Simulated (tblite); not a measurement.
# C6H13AlN2: the cost of one run

The runs use tblite 0.8.0 and PySCF 2.14.0, with density-fitted response routines of our own; the level of theory stands in each step. All values are computed, except where a source is named. Atoms are numbered from 0 throughout.

**1. The molecule as given**

22 atoms, charge 0, multiplicity 1; geometry from: force field or distance geometry start.

Bonds of the start (Å): C0–C1 1.21, C1–Al2 1.96, Al2–N3 1.93, Al2–N4 1.84, N4–C5 1.42, C5–C6 1.54, C6–C7 1.52, C7–C8 1.54, C8–N4 1.43, C0–H9 1.08, Al2–H10 1.59, N3–H11 1.07, N3–H12 1.02, N3–H13 1.04, C5–H14 1.12, C5–H15 1.12, C6–H16 1.12, C6–H17 1.08, C7–H18 1.11, C7–H19 1.09, C8–H20 1.12, C8–H21 1.10.

**2. Geometry optimisation with GFN2-xTB**

Job settings and geometry (Å):

```
{"job": {"kind": "relax", "xc": "GFN2-xTB", "basis": "xTB"}, "charge": 0, "multiplicity": 1}
C     -3.040600     2.244600     0.033200
C     -2.412200     1.238400     0.265400
Al    -1.404700    -0.393500     0.648700
N     -2.309400    -1.877800    -0.185400
N      0.350200    -0.244200     0.131700
C      1.319600     0.178700     1.075700
C      2.601900    -0.165300     0.296000
C      2.184100     0.226700    -1.115700
C      0.681700     0.530100    -1.024200
H     -3.624100     3.126100    -0.187100
H     -1.496100    -0.645400     2.213900
H     -2.010900    -2.738800     0.365800
H     -2.088800    -1.953300    -1.178300
H     -3.323700    -1.768600     0.002400
H      1.281100     1.297600     1.176300
H      1.290000    -0.321600     2.073000
H      2.678800    -1.277100     0.392300
H      3.476000     0.365200     0.657900
H      2.251900    -0.704700    -1.716100
H      2.771600     1.062100    -1.487400
H      0.611600     1.642800    -0.879000
H      0.201400     0.197500    -1.960600
```

Run with:

```
> OMP_NUM_THREADS=1 python probes_run.py task.json out
```

This one command runs all jobs of the session in turn.

**Question.** How long does this first job take on 1 thread of Arm Neoverse N1, shared host, and how much memory does it need?

About 4.1 s, with a peak of 0.18 GiB.
